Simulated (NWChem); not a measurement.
# PBEsol/6-311+G(d,p)/LANL2DZ (core potential) run of CH5NSn (SMILES [CH3][Sn][NH2])

Aim: the electrostatic solvation energy at fixed shape (COSMO, chloroform) of CH5NSn at PBEsol/6-311+G**/LANL2DZ (core potential), from 2 runs. 

Program for the calculation: NWChem 7.3.0.

1 further run of the same task is left out (set aside as unsound or not needed).

### 1 Starting point

CH5NSn has 8 atoms, charge 0, and is taken as a singlet. SMILES: `[CH3][Sn][NH2]`. The shape is that of a PBE0-D4/def2-TZVP optimisation. This is one conformer, not always the lowest.

Bond lengths: C1–Sn2 2.193 Å, Sn2–N3 2.015 Å, C1–H4 1.093 Å, C1–H5 1.091 Å, C1–H6 1.094 Å, N3–H7 1.008 Å, N3–H8 1.009 Å. Angles: C1–Sn2–N3 92.8°, Sn2–C1–H4 110.2°, Sn2–C1–H5 111.9°, Sn2–C1–H6 109.4°, Sn2–N3–H7 123.7°, Sn2–N3–H8 124.9°, H4–C1–H5 108.8°, H4–C1–H6 108.1°, H5–C1–H6 108.4°, H7–N3–H8 111.4°.

### 2 Energy and gradient at PBEsol/6-311+G(d,p)/LANL2DZ (core potential)

run.py reads:

```python
from ase import Atoms
from ase.calculators.nwchem import NWChem

molecule = Atoms(['C', 'Sn', 'N', 'H', 'H', 'H', 'H', 'H'], positions=[
    [-0.740300, 0.930400, -0.609700],
    [1.321600, 0.707500, 0.102300],
    [0.999400, -1.173000, 0.749400],
    [-1.016200, 0.080500, -1.240000],
    [-0.877400, 1.850800, -1.179800],
    [-1.419800, 0.951700, 0.247900],
    [1.702400, -1.738300, 1.198500],
    [0.122500, -1.666800, 0.675600],
])

calc = NWChem(
    label='ch5nsn',
    theory='dft',
    memory='2200 mb',
    basis={'C': '6-311+G**', 'Sn': 'LANL2DZ', 'N': '6-311+G**', 'H': '6-311+G**'},
    basispar='spherical bse',
    dft={'xc': 'gga_x_pbe_sol gga_c_pbe_sol', 'mult': '1', 'grid': 'fine', 'direct': None, 'iterations': '150', 'mulliken': None},
    **{'ecp bse': {'Sn library': 'LANL2DZ'}},
)
molecule.calc = calc

forces = molecule.get_forces()
print("Total energy (eV):", round(molecule.get_potential_energy(), 6))
print("forces (eV/A):")
for s, f in zip(molecule.symbols, forces):
    print(f"{s:2s} {f[0]:10.5f} {f[1]:10.5f} {f[2]:10.5f}")
print("dipole (e A):", molecule.get_dipole_moment().round(4))
```

Launch:

```bash
export ASE_NWCHEM_COMMAND="nwchem PREFIX.nwi > PREFIX.nwo"
python run.py
```

Log:

```text
Total energy (eV): -2686.919994
forces (eV/A):
C     0.17869   -0.03965    0.06927
Sn    0.31450    0.25284   -0.00802
N     0.03168    0.37209   -0.14167
H    -0.11272   -0.27917   -0.21572
H    -0.05399    0.29676   -0.18610
H    -0.24636    0.01106    0.26940
H     0.39230   -0.31722    0.25079
H    -0.50409   -0.29660   -0.03800
dipole (e A): [-0.044  -0.1304  0.042 ]
```

The calculator wrote ch5nsn.nwi:

```
title "ch5nsn"

permanent_dir ch5nsn

scratch_dir ch5nsn

start ch5nsn

geometry units angstrom nocenter noautosym noautoz
  C  -7.4029999999999996e-01 9.3040000000000000e-01 -6.0970000000000002e-01
  Sn 1.3216000000000001e+00 7.0750000000000002e-01 1.0230000000000000e-01
  N  9.9939999999999996e-01 -1.1730000000000000e+00 7.4939999999999996e-01
  H  -1.0162000000000000e+00 8.0500000000000002e-02 -1.2400000000000000e+00
  H  -8.7739999999999996e-01 1.8508000000000000e+00 -1.1798000000000000e+00
  H  -1.4198000000000000e+00 9.5169999999999999e-01 2.4790000000000001e-01
  H  1.7023999999999999e+00 -1.7383000000000000e+00 1.1984999999999999e+00
  H  1.2250000000000000e-01 -1.6668000000000001e+00 6.7559999999999998e-01
end

memory 2200 mb

basis spherical bse noprint
   C library 6-311+G**
  Sn library LANL2DZ
   N library 6-311+G**
   H library 6-311+G**
end

dft
  xc gga_x_pbe_sol gga_c_pbe_sol
  mult 1
  grid fine
  direct
  iterations 150
  mulliken
end
ecp bse
  Sn library LANL2DZ
end

task dft gradient
```

ch5nsn.nwo, shortened:

```text
[...]
          Wavefunction type:  closed shell.
          No. of atoms     :     8
          No. of electrons :    22
[...]
          Charge           :     0
          Spin multiplicity:     1
[...]
          AO basis - number of functions:    82
[...]
              XC Information
              --------------
          Using LibXC version      7.1.2
                                     gga_x_pbe_sol  1.000
                                     gga_c_pbe_sol  1.000
[...]
 d= 0,ls=0.0,diis     1    -98.6798687750 -1.46D+02  1.67D-02  5.95D-01     1.9
[...]
 d= 0,ls=0.0,diis    10    -98.7424893221 -4.96D-08  6.21D-07  5.57D-09    13.9
         Total DFT energy =      -98.742489322128
      One electron energy =     -227.707541875579
           Coulomb energy =       96.064618243697
    Exchange-Corr. energy =      -14.591776800572
 Nuclear repulsion energy =       47.492211110326
[...]
      Total Density - Mulliken Population Analysis
     ---------------------------------------------
    Atom       Charge   Shell Charges
 -----------   ------   -------------------------------------------------------
    1 C    6     7.06   1.10  0.89  0.64  0.72  1.51  0.66  1.32  0.10  0.07  0.02
    2 Sn   4     3.29   0.46  1.44  1.05  0.34
    3 N    7     7.88   1.09  0.90  0.79  0.85  1.75  0.76  1.61 -0.07  0.18  0.01
    4 H    1     0.80   0.26  0.44  0.07  0.02
    5 H    1     0.79   0.26  0.44  0.06  0.02
    6 H    1     0.79   0.26  0.44  0.06  0.02
    7 H    1     0.69   0.27  0.38 -0.00  0.04
    8 H    1     0.72   0.27  0.38  0.03  0.04
[...]
  wavefunction    = closed shell
                         DFT ENERGY GRADIENTS
    atom               coordinates                        gradient
                 x          y          z           x          y          z
   1 C      -1.398964   1.758201  -1.152166   -0.003475   0.000771  -0.001347
   2 Sn      2.497462   1.336981   0.193319   -0.006116  -0.004917   0.000156
   3 N       1.888592  -2.216649   1.416161   -0.000616  -0.007236   0.002755
   4 H      -1.920340   0.152123  -2.343260    0.002192   0.005429   0.004195
   5 H      -1.658046   3.497505  -2.229499    0.001050  -0.005771   0.003619
   6 H      -2.683033   1.798452   0.468463    0.004791  -0.000215  -0.005239
   7 H       3.217070  -3.284911   2.264837   -0.007629   0.006169  -0.004877
   8 H       0.231491  -3.149795   1.276699    0.009803   0.005768   0.000739
[...]
```

It took 19 s on 1 thread of Intel Xeon at 2.60GHz (Ice Lake), shared host; peak memory 0.12 GiB.

### 3 Energy and gradient at PBEsol/6-311+G(d,p)/LANL2DZ (core potential, COSMO chloroform)

run.xyz reads:

```xyz
8

C     -0.740300     0.930400    -0.609700
Sn     1.321600     0.707500     0.102300
N      0.999400    -1.173000     0.749400
H     -1.016200     0.080500    -1.240000
H     -0.877400     1.850800    -1.179800
H     -1.419800     0.951700     0.247900
H      1.702400    -1.738300     1.198500
H      0.122500    -1.666800     0.675600
```

run.nw reads:

```
start run
memory stack 880 mb heap 220 mb global 1100 mb
charge 0

geometry noautosym nocenter noautoz
  load format xyz run.xyz
end

basis spherical bse
  * library 6-311+G** except Sn
  Sn library LANL2DZ
end

ecp bse
  Sn library LANL2DZ
end

cosmo
  dielec 4.7113
end

dft
  xc gga_x_pbe_sol gga_c_pbe_sol
  mult 1
  grid fine
  direct
  maxiter 150
  mulliken
end

task dft gradient
```

Launch:

```bash
nwchem run.nw > run.out
```

Log, shortened:

```text
[...]
          Wavefunction type:  closed shell.
          No. of atoms     :     8
          No. of electrons :    22
[...]
          Charge           :     0
          Spin multiplicity:     1
[...]
          AO basis - number of functions:    82
[...]
              XC Information
              --------------
          Using LibXC version      7.1.2
                                     gga_x_pbe_sol  1.000
                                     gga_c_pbe_sol  1.000
[...]
 d= 0,ls=0.0,diis     1    -98.6798687750 -1.46D+02  1.67D-02  5.95D-01     1.9
[...]
 d= 0,ls=0.0,diis     5    -98.7478740010 -7.09D-07  6.41D-06  1.59D-07    20.7
         Total DFT energy =      -98.747874000994
      One electron energy =     -227.751046384501
           Coulomb energy =       96.073130420940
    Exchange-Corr. energy =      -14.592699530804
 Nuclear repulsion energy =       47.492211110326
             COSMO energy =        0.030530383046
[...]
  wavefunction    = closed shell
                         DFT ENERGY GRADIENTS
    atom               coordinates                        gradient
                 x          y          z           x          y          z
   1 C      -1.398964   1.758201  -1.152166   -0.002399   0.000605  -0.001213
   2 Sn      2.497462   1.336981   0.193319   -0.005852  -0.005975   0.001094
   3 N       1.888592  -2.216649   1.416161   -0.000130  -0.006904   0.002738
   4 H      -1.920340   0.152123  -2.343260    0.001610   0.005845   0.004213
   5 H      -1.658046   3.497505  -2.229499    0.000554  -0.006225   0.003614
   6 H      -2.683033   1.798452   0.468463    0.004212  -0.000270  -0.005801
   7 H       3.217070  -3.284911   2.264837   -0.008577   0.006620  -0.005463
   8 H       0.231491  -3.149795   1.276699    0.010581   0.006304   0.000819
[...]
```

Wall time 25 s (1 thread of Intel Xeon at 2.60GHz (Ice Lake), shared host); peak memory 0.12 GiB.

### 4 Outcome

Level: PBEsol/6-311+G**/LANL2DZ (core potential).

| quantity | value |
| --- | --- |
| gas phase: total energy | -98.74249 Eh |
| gas phase: dipole moment | 0.69 D |
| gas phase: HOMO energy | -5.11 eV |
| gas phase: LUMO energy | -2.40 eV |
| gas phase: HOMO–LUMO gap | 2.72 eV |
| gas phase: largest force on an atom | 0.586 eV/Å |
| COSMO, chloroform: total energy | -98.74787 Eh |
| COSMO, chloroform: dipole moment | 0.71 D |
| COSMO, chloroform: HOMO energy | -5.20 eV |
| COSMO, chloroform: LUMO energy | -2.32 eV |
| COSMO, chloroform: HOMO–LUMO gap | 2.87 eV |
| COSMO, chloroform: solvent term in the energy | -14.1 kJ/mol |
| COSMO, chloroform: largest force on an atom | 0.635 eV/Å |
| energy change from gas to solvent at fixed shape | -0.147 eV |

What this shows: The solvent model (COSMO, chloroform) lowers the energy by 0.15 eV (−3.4 kcal/mol) at the same shape. It holds the electrostatic part alone, without cavity or dispersion terms. The largest force (COSMO, chloroform) is 0.63 eV/Å: the shape isn't a stationary point for this species at this level. The largest force (gas phase) is 0.59 eV/Å: the shape isn't a stationary point for this species at this level. Mulliken charges (gas phase) run from -1.06 on C1 to +0.71 on Sn2; in a basis this large or diffuse they mean little.
